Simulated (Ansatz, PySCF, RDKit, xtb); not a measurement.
# Which structure has the formula [BSnNH3]−?

Given the formula [BSnNH3]− (charge -1) and nothing else, which arrangement of the atoms is the most stable in the gas at 400 K, and what are its properties?

Plan: many cheap relaxations first (GFN2-xTB), then density-functional screening, relaxation at B3LYP-D3(BJ)/def2-SVPD, vibrations and a final energy. The numbers are computed, not measured.

6 further runs of the same task are left out: 6 set aside as unsound or not needed.

**1. Drawing up candidates**

All bonding patterns within simple valence rules are listed by program: one Lewis structure each, at most two rings and one unusual centre or charged pair. O–O, O–halogen and N–halogen bonds and N–N–N chains are not drawn. That gives 25 candidates.

c220 N[BH-]=[Sn]; c228 N=[BH-][SnH]; c267 [BH-]1=[SnH][NH]1; c292 [BH3-][N]=[Sn] (triplet); c299 N=[B-]=[SnH2]; c351 N#[B-][SnH3]; c435 B[N]=[SnH-]; c472 B=[N][SnH2-]; c497 [BH3-][N]=[Sn]; c547 N=[BH-][SnH] (triplet); c618 [BH]=[SnH][NH-]; c625 [BH2][SnH]=[N-]; c680 [B]#[SnH-][NH2]; c681 [BH2-]1[NH][Sn]1 (triplet); c718 [NH3+][B-]#[Sn-]; c719 N[B-]#[SnH]; c732 [BH2-]1[N]=[SnH]1; c780 [BH-]1=[N][SnH2]1; c783 [BH2-]=[Sn]=[NH]; c816 N[BH-]=[Sn] (triplet); c860 [BH2-]1[NH][Sn]1; c862 [N-]=[BH-][SnH2+]; c878 [BH-]#[Sn][NH2]; c905 [BH3-][Sn]#[N]; c908 [BH-]1=[Sn-][NH2+]1.

Candidates are built by distance geometry, with a force field where one applies, in up to four conformers (letters a to d). 10 starts with atoms placed at random are added, to find patterns that the rules miss.

**Question.** With final energies at CCSD(T)/def2-SVPD + MP2/def2-TZVPPD - MP2/def2-SVPD, which structure will this search put lowest in free energy, and by what margin?

| quantity | value |
| --- | --- |
| lowest structure found | B=[N][SnH2-], singlet, Cs |
| next finalist | B[N]=[SnH-], singlet, 3.4 kcal/mol higher in G |
| share at equilibrium, among the finalists | 98.7 % |
| harmonic wavenumbers, lowest and highest (B3LYP-D3(BJ)/def2-SVPD) | 155 and 2798 cm⁻¹ |
| rotational constants, same geometry | 2.54, 0.09224, 0.09218 cm⁻¹ |
| HOMO energy (PBE0/def2-TZVPD) | -0.79 eV |
| LUMO energy (PBE0/def2-TZVPD) | 3.39 eV |
| HOMO–LUMO gap (to an unbound level, set by the basis) (PBE0/def2-TZVPD) | 4.18 eV |
| lowest excitation (TD-CAM-B3LYP/def2-SVPD) | 3.98 eV (f = 0.099) |
| strongest of the states computed, same level | 4.86 eV (f = 0.111) |
| lowest triplet excitation, same level, Tamm-Dancoff | 3.36 eV |
| vertical detachment energy | 2.61 eV |
| vertical triplet less singlet | +3.10 eV |

The lowest structure found is `B=[N][SnH2-]`. The margin of 3.4 kcal/mol over the next finalist is beyond the usual error of the last level; it says nothing of structures that weren't ranked. GFN2-xTB, B3LYP-D3(BJ)/def2-SVPD, HF/def2-SVPD and MP2/def2-SVPD already put its bonding pattern lowest among the structures in one piece; HF/STO-3G favours the singlet [BH3-][N]=[Sn]; r2SCAN-D4/def2-SVPD favours the singlet B[N]=[SnH-]. A large T1 diagnostic among the finalists warns that one reference determinant may not suffice. It concerns: the finalist B[N]=[SnH-] (singlet); the finalist [BH3-][N]=[Sn] (singlet). Spin-orbit coupling, which matters for elements this heavy, is left out. In an anion, excitations above the detachment energy lie in the continuum and hang on the basis, so they needn't be bound states. Lowest found is not proven lowest: the search is finite, and each finalist counts with one conformer. Patterns outside the rules of the enumeration were met only by chance.
